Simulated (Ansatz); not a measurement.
# C₄N₄Si: how energies converge with the basis set

The task here is to estimate one member of a computed series from the others.

Computed with Ansatz 0.2.0, Gaussian basis. Level: one geometry, several basis sets.

Plan: PBE0-D4/def2-SVP; ωB97M-V/def2-SVP; PBE0-D4/def2-QZVPP; ωB97M-V/def2-QZVPP; the functionals' def2-TZVPP values are taken from earlier runs.

## The geometry

All runs share one geometry, relaxed beforehand with PBE0-D4 in a triple-zeta def2 set.

9 atoms, charge 0, spin multiplicity 1.

Atoms are counted from 1 here; the program's logs count them from 0.

Bond lengths: N1–C2 1.151 Å, C2–Si3 1.822 Å, Si3–C4 1.822 Å, Si3–C6 1.822 Å, Si3–C8 1.822 Å, C4–N5 1.151 Å, C6–N7 1.151 Å, C8–N9 1.151 Å. Angles: N1–C2–Si3 180.0°, C2–Si3–C4 109.5°, C2–Si3–C6 109.5°, C2–Si3–C8 109.5°, C4–Si3–C6 109.5°, C4–Si3–C8 109.5°, C6–Si3–C8 109.5°, Si3–C4–N5 179.9°, Si3–C6–N7 179.8°, Si3–C8–N9 179.9°.

The first run:

in.yaml reads:

```yaml
crystal:
  periodic: [false, false, false]
  atoms:
    - {symbol: N, position_ang: [2.205055, -1.940927, -0.461989]}
    - {symbol: C, position_ang: [1.351834, -1.189527, -0.283489]}
    - {symbol: Si, position_ang: [0.000271, -0.000639, -0.000180]}
    - {symbol: C, position_ang: [-1.095090, 0.032074, -1.456045]}
    - {symbol: N, position_ang: [-1.785963, 0.054963, -2.376165]}
    - {symbol: C, position_ang: [0.698512, 1.660441, 0.271281]}
    - {symbol: N, position_ang: [1.136257, 2.710822, 0.443129]}
    - {symbol: C, position_ang: [-0.954407, -0.504987, 1.467690]}
    - {symbol: N, position_ang: [-1.556470, -0.822230, 2.395767]}
basis:
  gaussian: {orbitals: def2-SVP}
hamiltonian: {xc: pbe0, dispersion: d4}
output: {orbitals: {seedname: orbitals}}
```

Command:

```bash
> ansatz run in.yaml --threads 2 --pin off --events-out ev --progress --plain --max-ram 32768MiB --backend cpu
```

Steps of the session up to this table: PBE0-D4 in def2-SVP; ωB97M-V in def2-SVP; PBE0-D4 in def2-QZVPP; ωB97M-V in def2-QZVPP.

One table of the session follows, with a row left open; its other results are not shown here.

| functional | basis | HOMO (eV) | LUMO (eV) |
| --- | --- | --- | --- |
| PBE0-D4 | def2-SVP | -11.28 | -2.83 |
| PBE0-D4 | def2-TZVPP | ? | ? |
| PBE0-D4 | def2-QZVPP | -11.36 | -3.07 |
| ωB97M-V | def2-SVP | -13.57 | -0.64 |
| ωB97M-V | def2-TZVPP | -13.67 | -0.92 |
| ωB97M-V | def2-QZVPP | -13.69 | -0.94 |

**Question.** Estimate the row for PBE0-D4, def2-TZVPP.

As computed: HOMO (eV): -11.35; LUMO (eV): -3.05. In the column «HOMO (eV)» it lies between PBE0-D4, def2-QZVPP (-11.36) and PBE0-D4, def2-SVP (-11.28).
